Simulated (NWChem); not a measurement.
# CH2GeN (SMILES N#[C][GeH2]) at UB3LYP/6-31G(d) (Cartesian functions)

Aim: the energy change on altering one bond length of CH2GeN at UB3LYP/6-31G* (Cartesian functions), from 2 runs. 

The results are computed with NWChem 7.3.0.

2 further runs of the same task are left out: 2 set aside as unsound or not needed.

## 1. Starting point

CH2GeN has 5 atoms, charge 0, and is taken as a doublet. SMILES: `N#[C][GeH2]`. The shape is that of a PBE0-D4/def2-TZVP optimisation.

Bond lengths: N1–C2 1.154 Å, C2–Ge3 1.912 Å, Ge3–H4 1.534 Å, Ge3–H5 1.534 Å. Angles: N1–C2–Ge3 175.5°, C2–Ge3–H4 108.2°, C2–Ge3–H5 108.2°, H4–Ge3–H5 114.7°.

## 2. Energy and forces at UB3LYP/6-31G(d) (Cartesian functions)

a.nw reads:

```
start a
title "CH2GeN gradient"
memory stack 880 mb heap 220 mb global 1100 mb

geometry units angstrom noautosym nocenter noautoz
   N     1.590700   -1.029300    1.293200
   C     0.838400   -0.535900    0.570400
   Ge   -0.315900    0.241400   -0.740100
   H    -1.658900   -0.498000   -0.695900
   H    -0.404300    1.748400   -0.468900
end

basis
   * library 6-31G*
end

dft
   xc b3lyp
   mult 2
   grid xfine
   convergence energy 1e-08
   iterations 100
   mulliken
end

task dft gradient
```

Run with:

```console
$ nwchem a.nw > a.out
```

Output:

```text
[...]
          Wavefunction type:  spin polarized.
          No. of atoms     :     5
          No. of electrons :    47
[...]
          Charge           :     0
          Spin multiplicity:     2
[...]
          AO basis - number of functions:    69
[...]
              XC Information
              --------------
                         B3LYP Method XC Potential
                     Hartree-Fock (Exact) Exchange  0.200
                        Slater Exchange Functional  0.800 local
                    Becke 1988 Exchange Functional  0.720 non-local
              Lee-Yang-Parr Correlation Functional  0.810
                  VWN I RPA Correlation Functional  0.190 local
[...]
 d= 0,ls=0.0,diis     1  -2170.6696080869 -2.31D+03  1.17D-02  3.50D-01     4.2
[...]
 d= 0,ls=0.0,diis    13  -2170.7619407554 -4.73D-09  4.68D-07  4.51D-10    44.9
[...]
         Total DFT energy =    -2170.761940755415
      One electron energy =    -3292.913076918483
           Coulomb energy =     1076.580003546954
    Exchange-Corr. energy =      -92.013748540748
 Nuclear repulsion energy =      137.584881156861
[...]
      Total Density - Mulliken Population Analysis
     ---------------------------------------------
    Atom       Charge   Shell Charges
 -----------   ------   -------------------------------------------------------
    1 N    7     7.32   1.99  0.85  2.25  1.07  1.18 -0.02
    2 C    6     5.76   1.99  0.74  1.96  0.53  0.54 -0.00
    3 Ge  32    32.05   2.00  1.99  6.00  1.93  5.99  1.37  2.15  0.14  0.33  6.92  2.96  0.27
    4 H    1     0.93   0.48  0.46
    5 H    1     0.93   0.48  0.46
[...]
      <S2> =      0.7527 (Exact =     0.7500)
[...]
  wavefunction    = open shell
                         DFT ENERGY GRADIENTS
    atom               coordinates                        gradient
                 x          y          z           x          y          z
   1 N       3.005987  -1.945095   2.443794   -0.018581   0.012209  -0.018088
   2 C       1.584346  -1.012704   1.077900    0.016995  -0.011111   0.015947
   3 Ge     -0.596964   0.456180  -1.398586   -0.002328   0.000910   0.003803
   4 H      -3.134866  -0.941084  -1.315060    0.003196   0.001205  -0.000606
   5 H      -0.764016   3.303997  -0.886093    0.000718  -0.003213  -0.001056
[...]
```

It took 55 s on 1 thread of Intel Xeon Platinum 8259CL at 2.50GHz (Skylake/Cascade Lake), shared host; peak memory 0.13 GiB.

## 3. The distorted shape: the energy at UB3LYP/6-31G(d) (Cartesian functions)

calc.nw reads:

```
start calc
title "CH2GeN"
memory total 2200 mb
charge 0

geometry units angstroms noautosym nocenter noautoz
  N      2.262210    -0.659595     1.271100
  C      1.509910    -0.166195     0.548300
  Ge     0.355610     0.611105    -0.762200
  H     -1.658900    -0.498000    -0.695900
  H      0.267210     2.118105    -0.491000
end

basis cartesian
  * library 6-31G*
end

dft
  xc b3lyp
  mult 2
  grid xfine
  convergence energy 1e-08
  maxiter 100
  mulliken
  print medium
end

task dft energy
```

Run with:

```console
$ nwchem calc.nw > calc.out
```

Output:

```text
[...]
          Wavefunction type:  spin polarized.
          No. of atoms     :     5
          No. of electrons :    47
[...]
          Charge           :     0
          Spin multiplicity:     2
[...]
          AO basis - number of functions:    69
[...]
              XC Information
              --------------
                         B3LYP Method XC Potential
                     Hartree-Fock (Exact) Exchange  0.200
                        Slater Exchange Functional  0.800 local
                    Becke 1988 Exchange Functional  0.720 non-local
              Lee-Yang-Parr Correlation Functional  0.810
                  VWN I RPA Correlation Functional  0.190 local
[...]
 d= 0,ls=0.0,diis     1  -2170.6039560289 -2.30D+03  1.20D-02  3.51D-01     4.6
[...]
 d= 0,ls=0.0,diis    15  -2170.6991701084 -3.91D-09  5.36D-07  1.33D-10    48.7
[...]
         Total DFT energy =    -2170.699170108357
      One electron energy =    -3284.423291557507
           Coulomb energy =     1072.105314961649
    Exchange-Corr. energy =      -91.918774449340
 Nuclear repulsion energy =      133.537580936842
[...]
      Total Density - Mulliken Population Analysis
     ---------------------------------------------
    Atom       Charge   Shell Charges
 -----------   ------   -------------------------------------------------------
    1 N    7     7.31   1.99  0.85  2.25  1.07  1.17 -0.02
    2 C    6     5.77   1.99  0.74  1.96  0.54  0.54 -0.00
    3 Ge  32    31.95   2.00  1.99  6.00  1.93  5.99  1.44  1.86  0.21  0.36  6.92  2.97  0.28
    4 H    1     1.03   0.36  0.67
    5 H    1     0.94   0.48  0.46
[...]
      <S2> =      0.7858 (Exact =     0.7500)
[...]
```

Wall time 50 s (1 thread of Intel Xeon Platinum 8259CL at 2.50GHz (Skylake/Cascade Lake), shared host); peak memory 0.13 GiB.

## 4. Outcome

At UB3LYP/6-31G* (Cartesian functions):

```
                                                          quantity           value
                                         first shape: total energy  -2170.76194 Eh
                                        first shape: dipole moment          3.60 D
                   first shape: HOMO energy (highest over α and β)        -6.77 eV
                    first shape: LUMO energy (lowest over α and β)        -4.06 eV
                                                 first shape: ⟨S²⟩           0.753
                             first shape: largest force on an atom      1.474 eV/Å
                                     distorted shape: total energy  -2170.69917 Eh
                                    distorted shape: dipole moment          3.08 D
               distorted shape: HOMO energy (highest over α and β)        -7.00 eV
                distorted shape: LUMO energy (lowest over α and β)        -4.42 eV
                                             distorted shape: ⟨S²⟩           0.786
energy change with the Ge3–H4 bond stretched from 1.534 to 2.301 Å        1.708 eV
```

What this shows: With the Ge3–H4 bond stretched from 1.534 to 2.301 Å the energy rises by 1.71 eV (39 kcal/mol). The first shape isn't relaxed at this level, so the change isn't measured from a minimum. The largest force (first shape) is 1.47 eV/Å: the shape isn't a stationary point for this species at this level. Mulliken charges (distorted shape) run from -0.31 on N1 to +0.23 on C2.
